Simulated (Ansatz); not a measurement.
# C2H3Cl2In: the cost of one run

The runs use Ansatz 0.2.0, Gaussian basis; the settings change from run to run.

2 further runs of the same task are left out: 2 set aside as unsound or not needed.

## Step 1: The geometry

The structure was relaxed beforehand with PBE0-D4 in a triple-zeta def2 set. In takes a core potential in def2 sets; no spin-orbit term is included.

SMILES `C=[CH][In]([Cl])[Cl]`, 8 atoms, charge 0, spin multiplicity 1.

Atoms are counted from 1 here; the program's logs count them from 0.

Bond lengths: C1–C2 1.328 Å, C1–H6 1.088 Å, C1–H7 1.086 Å, C2–In3 2.107 Å, C2–H8 1.086 Å, In3–Cl4 2.324 Å, In3–Cl5 2.315 Å. Angles: C2–C1–H6 121.4°, C2–C1–H7 122.6°, H6–C1–H7 116.0°, C1–C2–In3 120.2°, C1–C2–H8 120.5°, In3–C2–H8 119.3°, C2–In3–Cl4 119.4°, C2–In3–Cl5 127.3°, Cl4–In3–Cl5 113.3°.

## Step 2: SVWN5/def2-SVPD

Options: coordinates scaled by 0.92, a point charge of 0.50 e beside it, high accuracy.

in.yaml

```yaml
crystal:
  periodic: [false, false, false]
  atoms:
    - {symbol: C, position_ang: [-0.201969, -0.913326, 1.073268]}
    - {symbol: C, position_ang: [0.285486, 0.147901, 0.713685]}
    - {symbol: In, position_ang: [0.091235, 0.738878, -1.122055]}
    - {symbol: Cl, position_ang: [-0.984548, -0.481574, -2.509520]}
    - {symbol: Cl, position_ang: [0.844521, 2.533493, -1.987254]}
    - {symbol: H, position_ang: [-0.111920, -1.234746, 2.016939]}
    - {symbol: H, position_ang: [-0.710521, -1.510318, 0.453979]}
    - {symbol: H, position_ang: [0.787707, 0.719691, 1.360967]}
basis:
  gaussian: {orbitals: def2-SVPD, point_charges: [{charge: 0.50, position_ang: [5.657, -0.311, 0.620]}]}
hamiltonian: {xc: {name: SVWN5}}
accuracy: high
```

Launch:

```console
$ ansatz run in.yaml --threads 2 --pin off --events-out ev --progress --plain --max-ram 32768MiB --backend cpu
```

**Question.** How long does this run take on 2 threads of AMD EPYC 7R13, shared host, and how much memory does it need?

About 6.5 s, with a peak of 0.61 GiB.
